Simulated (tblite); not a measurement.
# CH10OS2Si3: the cost of one run

Programs: tblite 0.8.0 and PySCF 2.14.0, with density-fitted response routines of our own. Each step states its level of theory. These are calculated values for one molecule in the gas phase, unless marked as measured. Atoms are numbered from 0 throughout.

### Step 1. The starting structure

17 atoms, charge 0, multiplicity 1; geometry from: force field or distance geometry start.

Bonds of the start (Å): Si0–S1 2.10, S1–C2 1.83, C2–Si3 1.86, C2–O4 1.39, O4–Si5 1.71, Si5–S6 2.15, Si0–H7 1.46, Si0–H8 1.48, Si0–H9 1.48, C2–H10 1.09, Si3–H11 1.49, Si3–H12 1.47, Si3–H13 1.48, Si5–H14 1.50, Si5–H15 1.48, S6–H16 1.42.

### Step 2. Geometry optimisation with GFN2-xTB

What the job is given:

```
{"job": {"kind": "relax", "xc": "GFN2-xTB", "basis": "xTB"}, "charge": 0, "multiplicity": 1}
Si    -3.001600     1.170400    -0.447200
S     -1.189200     0.597800    -1.332700
C      0.029600    -0.152100    -0.198200
Si    -0.676300    -1.771900     0.380200
O      1.197500    -0.324600    -0.936400
Si     2.518500     0.517700    -0.253000
S      3.664600    -0.691200     1.105800
H     -3.356700     0.526900     0.810700
H     -3.028400     2.643300    -0.274600
H     -4.099300     0.869000    -1.400300
H      0.293700     0.495400     0.642100
H     -1.680600    -2.230500    -0.614500
H      0.313500    -2.850000     0.460700
H     -1.327300    -1.547700     1.693400
H      2.055400     1.672500     0.584500
H      3.398100     1.090400    -1.299600
H      4.881500    -0.003300     1.368200
```

The run is started by

```bash
> OMP_NUM_THREADS=1 python probes_run.py task.json out
```

This one command runs all jobs of the session in turn.

Q: Estimate the wall time and peak memory of this first job on 1 thread of Arm Neoverse N1, shared host.

About 4.5 s, with a peak of 0.18 GiB.
